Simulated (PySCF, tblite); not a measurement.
# C11H16N+: excited states

Aim: compute the excited states of C11H16N+ (`C[N+](C)(C)C=C1C=CC=CC=C1`).

Computed with tblite 0.8.0 and PySCF 2.14.0 and routines of our own; the level stands in each step. Atoms count from 0.

## (1) The starting structure

28 atoms, charge 1, multiplicity 1; geometry from: force field or distance geometry start.

## (2) Optimising the geometry with GFN2-xTB

Job settings and geometry (Å):

```
{"job": {"kind": "relax", "xc": "GFN2-xTB", "basis": "xTB"}, "charge": 1, "multiplicity": 1}
C     -2.813500    -0.433500     1.145300
N     -1.746200    -0.178900     0.167700
C     -1.590100    -1.378600    -0.594200
C     -2.218900     0.957400    -0.632000
C     -0.589100     0.231900     0.883900
C      0.594800     0.397800     0.371200
C      1.641900     0.847200     1.320300
C      2.978600     0.705800     1.219500
C      3.742500     0.068200     0.137200
C      3.336800    -0.290800    -1.080400
C      1.989700    -0.142300    -1.671800
C      0.845300     0.146200    -1.040700
H     -3.247600     0.548700     1.448400
H     -3.586200    -1.000400     0.563400
H     -2.424000    -0.997900     1.981100
H     -2.283900    -2.146600    -0.154600
H     -0.571500    -1.803600    -0.475200
H     -1.908700    -1.297700    -1.659600
H     -1.480200     1.805000    -0.572600
H     -2.430900     0.665300    -1.670100
H     -3.134100     1.369600    -0.135600
H     -0.714100     0.438900     1.946800
H      1.286900     1.360400     2.238600
H      3.508300     1.112300     2.055200
H      4.794300    -0.138300     0.344800
H      4.096000    -0.749000    -1.714000
H      1.942900    -0.285300    -2.754700
H     -0.039800     0.215400    -1.654000
```

On the command line:

```
> OMP_NUM_THREADS=1 python excited_run.py task.json out
```

One launch serves the whole session: the jobs run in the order shown.

The program printed:

```text
step      E/eV     max force
  0    -928.24887    3.381
  1    -928.59330    2.098
  2    -928.71541    0.718
  3    -928.80056    0.644
  4    -928.90181    0.975
  5    -928.94471    0.426
  6    -928.97136    0.359
  7    -928.99443    0.342
  8    -929.01488    0.310
  9    -929.02781    0.247
 10    -929.03599    0.173
 11    -929.04325    0.177
 12    -929.05095    0.197
 13    -929.05796    0.148
 14    -929.06333    0.149
 15    -929.06761    0.156
 16    -929.07140    0.139
 17    -929.07459    0.114
 18    -929.07741    0.110
 19    -929.08068    0.169
 20    -929.08499    0.209
 21    -929.08971    0.166
 22    -929.09352    0.142
 23    -929.09607    0.124
 24    -929.09801    0.138
 25    -929.09987    0.113
 26    -929.10129    0.078
 27    -929.10220    0.066
 28    -929.10296    0.059
 29    -929.10376    0.062
 30    -929.10451    0.050
 31    -929.10507    0.040
 32    -929.10546    0.034
 33    -929.10579    0.034
 34    -929.10609    0.032
 35    -929.10636    0.035
 36    -929.10668    0.045
 37    -929.10712    0.056
 38    -929.10775    0.053
 39    -929.10854    0.057
 40    -929.10947    0.066
 41    -929.11060    0.091
 42    -929.11214    0.113
 43    -929.11432    0.106
 44    -929.11713    0.094
 45    -929.11984    0.116
 46    -929.12250    0.119
 47    -929.12277    0.311
 48    -929.12748    0.129
 49    -929.13044    0.112
 50    -929.13661    0.374
 51    -929.14154    0.177
 52    -929.14618    0.172
 53    -929.14283    0.802
 54    -929.16198    0.142
 55    -929.16922    0.126
 56    -929.16828    0.734
 57    -929.18504    0.141
 58    -929.19080    0.143
 59    -929.19743    0.512
 60    -929.20690    0.136
 61    -929.21110    0.109
 62    -929.21838    0.103
 63    -929.22014    0.097
 64    -929.22263    0.081
 65    -929.22409    0.066
 66    -929.22554    0.074
 67    -929.22672    0.082
 68    -929.22812    0.093
 69    -929.22978    0.074
 70    -929.23173    0.088
 71    -929.23385    0.077
 72    -929.23583    0.066
 73    -929.23730    0.094
 74    -929.23841    0.086
 75    -929.23954    0.063
 76    -929.24055    0.048
 77    -929.24113    0.040
 78    -929.24194    0.049
 79    -929.24241    0.050
 80    -929.24285    0.043
 81    -929.24328    0.036
 82    -929.24385    0.043
 83    -929.24453    0.057
 84    -929.24530    0.059
 85    -929.24613    0.062
 86    -929.24701    0.074
 87    -929.24792    0.073
 88    -929.24880    0.059
 89    -929.24967    0.069
 90    -929.25072    0.077
 91    -929.25234    0.096
 92    -929.25499    0.159
 93    -929.25877    0.201
 94    -929.26336    0.182
 95    -929.26781    0.178
 96    -929.26490    0.414
 97    -929.27441    0.152
 98    -929.27711    0.090
 99    -929.28082    0.107
100    -929.28234    0.069
101    -929.28354    0.076
102    -929.28472    0.078
103    -929.28610    0.078
104    -929.28728    0.066
105    -929.28809    0.058
106    -929.28891    0.051
107    -929.29006    0.058
108    -929.29173    0.071
109    -929.29323    0.075
110    -929.29447    0.063
111    -929.29527    0.053
112    -929.29616    0.060
113    -929.29722    0.066
114    -929.29853    0.058
115    -929.29948    0.061
116    -929.30048    0.066
117    -929.30146    0.080
118    -929.30268    0.070
119    -929.30388    0.057
120    -929.30507    0.072
121    -929.30633    0.089
122    -929.30742    0.103
123    -929.30846    0.076
124    -929.30961    0.070
125    -929.31114    0.095
126    -929.31196    0.096
127    -929.31312    0.070
128    -929.31386    0.065
129    -929.31463    0.066
130    -929.31527    0.067
131    -929.31603    0.064
132    -929.31694    0.070
133    -929.31801    0.067
134    -929.31900    0.093
135    -929.32003    0.067
136    -929.32104    0.051
137    -929.32193    0.051
138    -929.32253    0.048
139    -929.32298    0.043
140    -929.32341    0.036
141    -929.32390    0.044
142    -929.32440    0.040
143    -929.32494    0.044
144    -929.32550    0.048
145    -929.32632    0.049
146    -929.32745    0.053
147    -929.32868    0.057
148    -929.32963    0.049
149    -929.33022    0.041
150    -929.33059    0.052
151    -929.33089    0.030
152    -929.33115    0.032
153    -929.33132    0.028
154    -929.33144    0.024
155    -929.33160    0.021
156    -929.33181    0.023
157    -929.33207    0.030
158    -929.33231    0.026
159    -929.33249    0.026
160    -929.33262    0.022
161    -929.33274    0.022
162    -929.33286    0.019
163    -929.33298    0.021
164    -929.33305    0.019
165    -929.33310    0.013
166    -929.33314    0.013
167    -929.33319    0.013
168    -929.33323    0.013
169    -929.33328    0.012
170    -929.33331    0.012
171    -929.33335    0.012
172    -929.33340    0.013
173    -929.33346    0.013
174    -929.33352    0.013
175    -929.33358    0.013
176    -929.33363    0.012
177    -929.33367    0.012
178    -929.33372    0.013
179    -929.33376    0.013
180    -929.33381    0.012
181    -929.33384    0.011
182    -929.33387    0.014
183    -929.33391    0.016
184    -929.33396    0.016
185    -929.33399    0.012
186    -929.33402    0.009
```

Run time: 1.8 s. Hardware: 1 thread of Arm Neoverse V2, shared host.

Step by step: (not every step is listed)

```
step  energy from step 0 (eV)  largest force (eV/Å)
   0                   0.0000                3.3810
   1                  -0.3444                2.0976
   2                  -0.4665                0.7179
   3                  -0.5517                0.6442
   4                  -0.6529                0.9752
   5                  -0.6958                0.4258
   6                  -0.7225                0.3595
   7                  -0.7456                0.3416
   8                  -0.7660                0.3101
  25                  -0.8510                0.1131
  42                  -0.8633                0.1130
  59                  -0.9486                0.5116
  76                  -0.9917                0.0479
  93                  -1.0099                0.2011
 110                  -1.0456                0.0628
 127                  -1.0643                0.0702
 144                  -1.0766                0.0481
 161                  -1.0839                0.0224
 178                  -1.0848                0.0126
 181                  -1.0850                0.0114
 182                  -1.0850                0.0140
 183                  -1.0850                0.0156
 184                  -1.0851                0.0158
 185                  -1.0851                0.0124
 186                  -1.0851                0.0094
```

Close pairs (by a distance rule), those that changed most:

```
  bond  before (Å)  after (Å)  change (Å)
C9–C10       1.479      1.426      -0.053
 C4–C5       1.301      1.352      +0.052
 N1–C4       1.421      1.469      +0.048
 N1–C2       1.430      1.477      +0.047
 C7–C8       1.470      1.427      -0.043
C3–H18       1.126      1.086      -0.039
C2–H15       1.124      1.089      -0.036
C0–H13       1.121      1.089      -0.032
```

The next job starts from the end point, and lists it.

## (3) Harmonic vibrations with GFN2-xTB

Job settings and geometry (Å):

```
{"job": {"kind": "ir", "xc": "GFN2-xTB", "basis": "xTB"}, "charge": 1, "multiplicity": 1}
C     -2.814996    -0.517357     1.252541
N     -1.837126    -0.191651     0.194653
C     -1.590375    -1.419525    -0.588553
C     -2.420101     0.864146    -0.660625
C     -0.605714     0.283283     0.840506
C      0.622098     0.460881     0.302194
C      1.652914     0.935874     1.213011
C      2.982029     0.718593     1.173716
C      3.741021    -0.030936     0.225879
C      3.365698    -0.355222    -1.032152
C      2.139285     0.004229    -1.664951
C      0.961744     0.350147    -1.104964
H     -3.052997     0.372440     1.833131
H     -3.732676    -0.899770     0.808612
H     -2.404827    -1.274534     1.918801
H     -2.520061    -1.774879    -1.029979
H     -1.188514    -2.191284     0.066068
H     -0.869262    -1.233114    -1.379550
H     -1.752859     1.104173    -1.483744
H     -3.375621     0.536804    -1.068119
H     -2.574592     1.766151    -0.070490
H     -0.738510     0.482459     1.890310
H      1.274187     1.502829     2.054029
H      3.559534     1.124181     1.994296
H      4.741123    -0.297247     0.539085
H      4.083753    -0.860786    -1.662971
H      2.162214    -0.040935    -2.747014
H      0.171730     0.608407    -1.799507
```

The program printed:

```text
mode    cm-1     km/mol
  1      41.1      0.26
  2      78.0      0.51
  3     129.1      0.34
  4     142.7      1.54
  5     174.1      0.21
  6     220.8      0.59
  7     249.2      0.79
  8     266.1      0.92
  9     294.0      0.29
 10     304.1      0.03
 11     331.4      2.49
 12     380.0      2.66
 13     395.3      1.17
 14     413.9      0.64
 15     450.1      0.64
 16     477.9      1.49
 17     530.2     10.36
 18     547.4      1.48
 19     566.2      0.17
 20     701.3     24.35
 21     731.3     27.74
 22     750.7      3.18
 23     803.3      2.96
 24     814.3      2.16
 25     839.6     14.04
 26     848.4      1.58
 27     879.9     10.24
 28     931.7      1.16
 29     935.3      0.65
 30     940.9      1.64
 31     970.6     35.14
 32     986.3     12.88
 33     990.8      7.81
 34    1007.8     15.88
 35    1017.4      0.12
 36    1058.3      0.33
 37    1082.6      0.35
 38    1087.6      1.29
 39    1197.4      1.43
 40    1225.5      1.15
 41    1233.7      1.09
 42    1241.3      4.00
 43    1249.5      1.12
 44    1266.6      5.50
 45    1289.7      0.20
 46    1332.8      0.52
 47    1361.0      0.85
 48    1390.1      0.54
 49    1406.6     19.13
 50    1409.4     14.91
 51    1426.3      3.60
 52    1430.3     27.85
 53    1438.9      1.56
 54    1453.1      3.07
 55    1456.5      0.96
 56    1460.7     23.29
 57    1469.5     20.63
 58    1481.7     48.34
 59    1555.9    157.31
 60    1588.7     43.03
 61    1618.0      5.95
 62    1646.7     35.70
 63    3031.2      1.99
 64    3035.5      0.83
 65    3039.5      3.55
 66    3039.7     21.00
 67    3040.5      3.62
 68    3043.0      1.44
 69    3044.0      0.57
 70    3046.7      3.45
 71    3052.6      5.03
 72    3059.3     15.50
 73    3065.9      3.64
 74    3068.5      5.54
 75    3069.7      1.90
 76    3075.0      8.57
 77    3085.9     10.50
 78    3121.7     14.63
```

Run time: 1.5 s. Hardware: 1 thread of Arm Neoverse V2, shared host.

The strongest bands and the atoms that carry them (share of the mass-weighted mode):

```
cm⁻¹  km/mol                                   atoms
 701    24.4                       H21 68 %, C4 22 %
 731    27.7   C6 14 %, H24 13 %, H25 13 %, C11 11 %
 971    35.1                        C4 18 %, N1 13 %
1430    27.9            H14 11 %, H20 10 %, H19 10 %
1482    48.3  H12 20 %, H14 19 %, H16 13 %, H17 12 %
1556   157.3     C9 29 %, C8 28 %, C10 13 %, C7 11 %
1589    43.0              C5 40 %, C4 38 %, C10 11 %
1647    35.7     C8 16 %, C9 16 %, C11 16 %, C6 14 %
```

## (4) Excited states: TDA PBE0/def2-SVP

Settings changed since step 3:

```diff
@@ -1,2 +1,2 @@
-{"job": {"kind": "ir", "xc": "GFN2-xTB", "basis": "xTB"}, "charge": 1, "multiplicity": 1}
+{"job": {"kind": "states", "xc": "PBE0", "basis": "def2-SVP", "tda": true, "soc": true, "nstates": 5, "ntriplets": 4, "nquad": 4}, "charge": 1, "multiplicity": 1}
 C     -2.814996    -0.517357     1.252541
```

With the program's defaults for keys left out, this is: TDA PBE0/def2-SVP excited states, vertical, gas phase, spin-orbit mean-field couplings.

The program printed:

```text
coarse grid: 22928 points
cycle   1  E = -482.1634629094  dE =  2.051e+00  |g| = 5.554e-01  |ddm| = 5.751e+00
cycle   2  E = -482.0546559373  dE =  1.088e-01  |g| = 8.880e-01  |ddm| = 1.643e+00
cycle   3  E = -482.2407534689  dE = -1.861e-01  |g| = 1.167e-01  |ddm| = 1.075e+00
cycle   4  E = -482.2431038026  dE = -2.350e-03  |g| = 7.262e-02  |ddm| = 2.194e-01
cycle   5  E = -482.2445271891  dE = -1.423e-03  |g| = 1.844e-02  |ddm| = 1.091e-01
cycle   6  E = -482.2446119791  dE = -8.479e-05  |g| = 5.934e-03  |ddm| = 2.458e-02
cycle   7  E = -482.2446206886  dE = -8.709e-06  |g| = 1.720e-03  |ddm| = 7.797e-03
final grid: 220232 points
cycle   8  E = -482.3151312782  dE = -6.597e-05  |g| = 9.383e-03  |ddm| = 5.372e-02
cycle   9  E = -482.3151303202  dE =  9.580e-07  |g| = 9.715e-03  |ddm| = 2.045e-02
cycle  10  E = -482.3151546086  dE = -2.429e-05  |g| = 1.690e-03  |ddm| = 1.097e-02
cycle  11  E = -482.3151553689  dE = -7.603e-07  |g| = 4.097e-04  |ddm| = 2.388e-03
cycle  12  E = -482.3151554140  dE = -4.510e-08  |g| = 9.665e-05  |ddm| = 6.452e-04
cycle  13  E = -482.3151554158  dE = -1.790e-09  |g| = 6.075e-05  |ddm| = 1.962e-04
cycle  14  E = -482.3151554167  dE = -9.854e-10  |g| = 1.312e-05  |ddm| = 8.611e-05
converged SCF energy = -482.3151554167

Singlet excitations
state   eV       nm        f     d(h-e)  d(exc)  Lambda  PR(NTO)  |dmu|/D   mu/D   main configurations
  1   3.6944   335.6   0.05105   1.270   3.318   0.728   1.039    2.744    8.442   H->L 0.94
  2   4.5296   273.7   0.30956   0.529   3.266   0.770   1.450    1.182    4.815   H->L+1 0.78, H-1->L 0.16
  3   5.8437   212.2   0.02284   0.854   3.190   0.651   1.634    2.022    3.896   H-1->L+1 0.61, H-2->L 0.24, H-1->L 0.10
  4   5.9753   207.5   0.19775   1.569   3.913   0.488   1.839    5.355    1.253   H->L+2 0.51, H-1->L 0.20, H->L+3 0.09
  5   6.1434   201.8   0.23590   1.802   4.028   0.507   1.980                     H->L+2 0.44, H-1->L 0.19, H-3->L 0.16

Triplet excitations (Tamm-Dancoff)
state   eV     d(h-e)  d(exc)  Lambda  PR(NTO)   main configurations
  1   2.3816   0.611   2.962   0.727   1.066   H->L 0.93
  2   2.7600   0.077   3.045   0.766   1.066   H->L+1 0.93
  3   4.1211   0.138   2.613   0.790   1.192   H-1->L 0.89
  4   4.8239   0.543   2.719   0.626   1.960   H-1->L+1 0.61, H-2->L 0.23
S1 - T1 = 1.3128 eV

Spin-orbit couplings |<S|Hso|T>| (cm-1)
             T1       T2       T3       T4
S0        1.144    1.216    0.436    0.108
S1        0.200    0.697    1.714    0.225
S2        1.814    0.144    0.242    1.497
S3        0.469    1.735    0.735    0.410
S4        1.364    1.227    0.399    0.551
S5        2.071    0.984    0.300    0.642
T1 sublevels (cm-1): 0.000 0.000 0.000   radiative rates (1/s): 0.0173 0.0296 0.00259
```

Wall time 1.7 min (1 thread of Arm Neoverse V2, shared host); peak memory 1 GiB.

In short:

```
  quantity    value
S1 less T1  1.31 eV
```

## (5) Summary of results

```
                                 quantity                  value
strongest single infrared mode (GFN2-xTB)  1556 cm⁻¹, 157 km/mol
             zero-point energy (GFN2-xTB)         151.4 kcal/mol
   S1 less T1 (step 4, TDA PBE0/def2-SVP)                1.31 eV
```

In words: No mode is imaginary among the 78: a minimum at this level. The strongest single mode, at 1556 cm⁻¹, is carried by C9, C8, C10, C7. GFN2-xTB is a fitted tight-binding method: band positions and strengths are rough. Its intensities can rank the bands wrongly. In step 4, the number of triplets below S1 is 2, and the largest singlet-triplet spin-orbit coupling is S5–T1, 2.07 cm⁻¹.
